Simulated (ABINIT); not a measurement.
# AlSn (P-6m2) in ABINIT: phonons with PBE

Aim: the phonons of AlSn with PBE.

Program: ABINIT 10.8.3 (patched build). These are calculated values, not measurements. Logs are shortened: lines on timing, memory, paths and dates and some standing lists are left out, and cuts for length are marked. The log counts tension as positive stress, the text compression.

### Step 1. The crystal as given

The structure is hexagonal, space group P-6m2 (No. 187). Conventional cell: a = 4.198 Å, b = 4.198 Å, c = 3.307 Å, α = 90.00°, β = 90.00°, γ = 120.00°. Sn (site symmetry -6m2) has 6 Al at 2.93 Å and 2 Sn at 3.31 Å as nearest neighbours. Al (site symmetry -6m2) is surrounded by 6 Sn at 2.93 Å and 2 Al at 3.31 Å.

The cell comes from a database or a generator and needn't be the stable form of this composition.

### Step 2. Phonons, PBE

Contents of run.abi:

```
# Datasets
ndtset 2

# Pseudopotentials
pp_dirpath "./"
pseudos "Sn.GGA_PBE-JTH.xml, Al.GGA_PBE-JTH.xml"

# Structure
acell 7.9332698559 7.9332698558 6.249035166
rprim
     1.0000000000     0.0000000000     0.0000000000
    -0.5000000000     0.8660254038     0.0000000000
     0.0000000000     0.0000000000     1.0000000000
ntypat 2
znucl 50 13
natom 2
typat 1 2
xred
            1/3            2/3            1/2
            0.0            0.0            0.0

# Plane-wave basis
ecut 435.382180 eV
pawecutdg 32.0
pawxcdev 0

# k points
ngkpt 8 8 10
nshiftk 1
shiftk 0.0 0.0 0.0

# Exchange and correlation
ixc 11

# Bands and occupations
nband 17
occopt 3
tsmear 0.00367493

# SCF cycle
nstep 80

# Output
prteig 0
prtebands 0
prtwf 0
prtden 0
prtpot 0

# Dataset 1: ground state
kptopt1 1
tolvrs1 1.0e-11
prtwf1 1
tolwfr1 1.0e-14
nbdbuf1 4
nline1 6

# Dataset 2: response at q = 0 to atomic displacements
rfphon2 1
rfatpol2 1 2
rfdir2 1 1 1
getwfk2 1
kptopt2 2
nqpt2 1
qpt2 0.0 0.0 0.0
tolvrs2 1.0e-8
```

Contents of mrgddb.in:

```
merged_DDB
AlSn
2
runo_DS1_DDB
runo_DS2_DDB
```

Contents of anaddb.abi:

```
ddb_filepath "merged_DDB"
output_file "anaddb.abo"
outdata_prefix "ana"
asr 1
chneut 0
dipdip 0
dieflag 0
enunit 0
eivec 1
nph1l 1
qph1l 0.0 0.0 0.0 1.0
```

Potentials or basis: JTH PAW PBE v2.0.

On the command line:

```bash
> abinit run.abi > log 2>&1
> mrgddb < mrgddb.in > mrgddb.log 2>&1
> anaddb anaddb.abi > anaddb.log 2>&1
```

run.abo:

```text
.Version 10.8.3 of ABINIT
 DATASET    1 : space group P-6 m 2 (#187); Bravais hP (primitive hexag.)
================================================================================
 Values of the parameters that define the memory need for DATASET  1.
     intxc =       0    ionmov =       0      iscf =      17    lmnmax =      18
     lnmax =       6     mgfft =      30  mpssoang =       3    mqgrid =    3001
     natom =       2  nloc_mem =       2    nspden =       1   nspinor =       1
    nsppol =       1      nsym =      12    n1xccc =       1    ntypat =       2
    occopt =       3   xclevel =       2
       mpw =        1062          nfft =       21600          nkpt =          60
 PAW method is used; the additional fine FFT grid is defined by:
   mgfftf=        45    nfftf =     64800
================================================================================
================================================================================

 DATASET    2 : space group P-6 m 2 (#187); Bravais hP (primitive hexag.)
================================================================================
 Values of the parameters that define the memory need for DATASET  2 (RF).
     intxc =       0      iscf =       7    lmnmax =      18     lnmax =       6
     mgfft =      30  mpssoang =       3    mqgrid =    3001     natom =       2
  nloc_mem =       2    nspden =       1   nspinor =       1    nsppol =       1
      nsym =      12    n1xccc =       1    ntypat =       2    occopt =       3
   xclevel =       2
      nfft =       21600          nkpt =         324
================================================================================
================================================================================

--------------------------------------------------------------------------------
------------- Echo of variables that govern the present computation ------------
--------------------------------------------------------------------------------
 -outvars: echo values of preprocessed input variables --------
            acell      7.9332698559E+00  7.9332698558E+00  6.2490351660E+00 Bohr
              amu      1.18710000E+02  2.69815390E+01
             ecut      1.60000000E+01 Hartree
           getwfk1          0
           getwfk2          1
             iscf1         17
             iscf2          7
                       outvar_i_n : Printing only first  50 k-points.
              ixc          11
           jdtset        1    2
                       outvar_i_n : Printing only first  50 k-points.
           kptopt1          1
           kptopt2          2
         kptrlatt        8    0    0      0    8    0      0    0   10
          kptrlen      6.24903517E+01
            natom           2
            nband1         17
            nband2         17
           nbdbuf1          4
           nbdbuf2          2
           ndtset           2
            ngfft          30      30      24
          ngfftdg          45      45      32
             nkpt1         60
             nkpt2        324
            nline1          6
            nline2          4
             nqpt1          0
             nqpt2          1
            nstep          80
             nsym          12
           ntypat           2
                       prtocc : prtvol=0, do not print more k-points.
                       prtocc : prtvol=0, do not print more k-points.
           occopt           3
        optdriver1          0
        optdriver2          1
        pawecutdg      3.20000000E+01 Hartree
         pawxcdev           0
           prtden           0
        prtebands           0
           prteig           0
            prtwf1          1
            prtwf2          0
           rfphon1          0
           rfphon2          1
            rprim      1.0000000000E+00  0.0000000000E+00  0.0000000000E+00
                      -5.0000000000E-01  8.6602540380E-01  0.0000000000E+00
                       0.0000000000E+00  0.0000000000E+00  1.0000000000E+00
          spgroup         187
           tolvrs1     1.00000000E-11
           tolvrs2     1.00000000E-08
           tolwfr1     1.00000000E-14
           tolwfr2     0.00000000E+00
           tsmear      3.67493000E-03 Hartree
            typat      1  2
           useylm           1
                       outvars : Printing only first  50 k-points.
           xangst      1.7639244425E-11  2.4237774057E+00  1.6534234989E+00
                       0.0000000000E+00  0.0000000000E+00  0.0000000000E+00
            xcart      3.3333341030E-11  4.5802754869E+00  3.1245175830E+00
                       0.0000000000E+00  0.0000000000E+00  0.0000000000E+00
             xred      3.3333333333E-01  6.6666666667E-01  5.0000000000E-01
[... 176 lines left out ...]
...

--- !EnergyTermsDC
iteration_state     : {dtset: 1, }
comment             : '"Double-counting" decomposition of free energy'
band_energy         : -5.25603756229283E+00
Ewald energy        : -4.57657341153977E+01
psp_core            :  1.10150701477174E+00
xc_dc               : -3.16188602395567E+01
PAW spherical_terms :  9.73648235873252E+00
internal            : -7.18026425437430E+01
'-kT*entropy'       : -9.69207283072879E-04
total_energy_dc     : -7.18036117510261E+01
total_energy_dc_eV  : -1.95387581321363E+03
...

--- !EnergyTermsWithPAWCore
iteration_state     : {dtset: 1, }
comment             : 'Components of total free energy, including PAW core contributions'
Total energy        : -6.42014554141945E+03
Total energy DC     : -6.42014554074071E+03
Total energy (eV)   : -1.74701060082977E+05
Total energy DC (eV): -1.74701060064508E+05
...

 Cartesian components of stress tensor (hartree/bohr^3)
  sigma(1 1)=  2.20033420E-06  sigma(3 2)=  0.00000000E+00
  sigma(2 2)=  2.20033416E-06  sigma(3 1)=  0.00000000E+00
  sigma(3 3)=  5.70525372E-05  sigma(2 1)= -2.35513994E-14

-Cartesian components of stress tensor (GPa)         [Pressure= -6.0267E-01 GPa]
- sigma(1 1)=  6.47360671E-02  sigma(3 2)=  0.00000000E+00
- sigma(2 2)=  6.47360661E-02  sigma(3 1)=  0.00000000E+00
- sigma(3 3)=  1.67854360E+00  sigma(2 1)= -6.92906092E-10

================================================================================
== DATASET  2 ==================================================================

--- !DatasetInfo
iteration_state: {dtset: 2, }
dimensions: {natom: 2, nkpt: 324, mband: 17, nsppol: 1, nspinor: 1, nspden: 1, mpw: 1064, }
cutoff_energies: {ecut:  16.0, pawecutdg:  32.0, }
electrons: {nelect:   1.70000000E+01, charge:   0.00000000E+00, occopt:   3.00000000E+00, tsmear:   3.67493000E-03, }
meta: {optdriver: 1, rfphon: 1, }
...

 mkfilename : getwfk/=0, take file _WFK from output of DATASET   1.

 Exchange-correlation functional for the present dataset will be:
  GGA: Perdew-Burke-Ernzerhof functional - ixc=11
  J.P.Perdew, K.Burke, M.Ernzerhof, PRL 77, 3865 (1996)

 Real(R)+Recip(G) space primitive vectors, cartesian coordinates (Bohr,Bohr^-1):
 R(1)=  7.9332699  0.0000000  0.0000000  G(1)=  0.1260514  0.0727758  0.0000000
 R(2)= -3.9666349  6.8704132  0.0000000  G(2)=  0.0000000  0.1455517  0.0000000
 R(3)=  0.0000000  0.0000000  6.2490352  G(3)=  0.0000000  0.0000000  0.1600247
 Unit cell volume ucvol=  3.4060268E+02 bohr^3
 Angles (23,13,12)=  9.00000000E+01  9.00000000E+01  1.20000000E+02 degrees
 setup1 : take into account q-point for computing boxcut.

 Coarse grid specifications (used for wave-functions):

 getcut: wavevector=  0.0000  0.0000  0.0000  ngfft=  30  30  24
         ecut(hartree)=     16.000   => boxcut(ratio)=   2.10167

 Fine grid specifications (used for densities):

 getcut: wavevector=  0.0000  0.0000  0.0000  ngfft=  45  45  32
         ecut(hartree)=     32.000   => boxcut(ratio)=   2.01093
--------------------------------------------------------------------------------

 ==>  initialize data related to q vector <==

 The list of irreducible perturbations for this q vector is:
    1)    idir= 1    ipert=   1
    2)    idir= 3    ipert=   1
    3)    idir= 1    ipert=   2
    4)    idir= 3    ipert=   2

================================================================================

 The perturbation idir=   2  ipert=   1 is
 symmetric of a previously calculated perturbation.
 So, its SCF calculation is not needed.

 The perturbation idir=   2  ipert=   2 is
 symmetric of a previously calculated perturbation.
 So, its SCF calculation is not needed.

--------------------------------------------------------------------------------
 Perturbation wavevector (in red.coord.)   0.000000  0.000000  0.000000
 Perturbation : displacement of atom   1   along direction   1
 Found     2 symmetries that leave the perturbation invariant.
 symkpt : the number of k-points, thanks to the symmetries,
 is reduced to   204 .
[... 178 lines left out ...]
 2DEtotal=    0.5627702046E+00 Ha. Also 2DEtotal=    0.153137574043E+02 eV
    (2DErelax=   -9.0407677472E+00 Ha. 2DEnonrelax=    9.6035379518E+00 Ha)
    (  non-var. 2DEtotal :    5.6277022291E-01 Ha)

================================================================================

 ---- first-order wavefunction calculations are completed ----

 ==> Compute Derivative Database <==

  Dynamical matrix, in cartesian coordinates,
   if specified in the inputs, asr has been imposed
     j1       j2             matrix element
  dir pert dir pert     real part    imaginary part

   1    1   1    1         0.0391697900         0.0000000000
   1    1   1    2        -0.0391697900        -0.0000000000

   2    1   2    1         0.0391697900         0.0000000000
   2    1   2    2        -0.0391697900        -0.0000000000
[... 10 lines left out ...]
   3    2   3    1        -0.0140277005        -0.0000000000
   3    2   3    2         0.0140277005         0.0000000000

  Phonon wavevector (reduced coordinates) :  0.00000  0.00000  0.00000
 Phonon energies in Hartree :
   0.000000E+00  0.000000E+00  0.000000E+00  5.916345E-04  9.886356E-04
   9.886356E-04
 Phonon frequencies in cm-1    :
   0.000000E+00  0.000000E+00  0.000000E+00  1.298488E+02  2.169804E+02
   2.169804E+02

== END DATASET(S) ==============================================================
================================================================================

 -outvars: echo values of variables after computation  --------
            acell      7.9332698559E+00  7.9332698558E+00  6.2490351660E+00 Bohr
           etotal1    -7.1803611751E+01
           etotal2     5.6277020457E-01
            fcart1    -0.0000000000E+00 -7.8383792441E-29 -0.0000000000E+00
                      -0.0000000000E+00  7.8383792441E-29 -0.0000000000E+00
            fcart2     0.0000000000E+00  0.0000000000E+00  0.0000000000E+00
                       0.0000000000E+00  0.0000000000E+00  0.0000000000E+00
            rprim      1.0000000000E+00  0.0000000000E+00  0.0000000000E+00
                      -5.0000000000E-01  8.6602540380E-01  0.0000000000E+00
                       0.0000000000E+00  0.0000000000E+00  1.0000000000E+00
           strten1     2.2003341974E-06  2.2003341627E-06  5.7052537219E-05
                       0.0000000000E+00  0.0000000000E+00 -2.3551399375E-14
           strten2     0.0000000000E+00  0.0000000000E+00  0.0000000000E+00
                       0.0000000000E+00  0.0000000000E+00  0.0000000000E+00
           xangst      1.7639244425E-11  2.4237774057E+00  1.6534234989E+00
                       0.0000000000E+00  0.0000000000E+00  0.0000000000E+00
             xred      3.3333333333E-01  6.6666666667E-01  5.0000000000E-01
                       0.0000000000E+00  0.0000000000E+00  0.0000000000E+00
 Calculation completed.
```

It took 20 min on 1 thread of Intel Xeon at 2.50GHz (Skylake/Cascade Lake), shared host; peak memory 0.59 GiB.

Results:

```yaml
Free_energy: -1953.8758 eV
Band_gap_on_the_k_mesh: none (metal or under the smearing width)
Highest_phonon_frequency_at_Γ: 217 cm⁻¹
```

Phonon frequencies in cm⁻¹ (negative: imaginary):
```
              q point        frequencies
(0.000, 0.000, 0.000)  0 0 0 130 217 217
```

Caveat: the cutoff is too short for stress, so the log's stress isn't used.
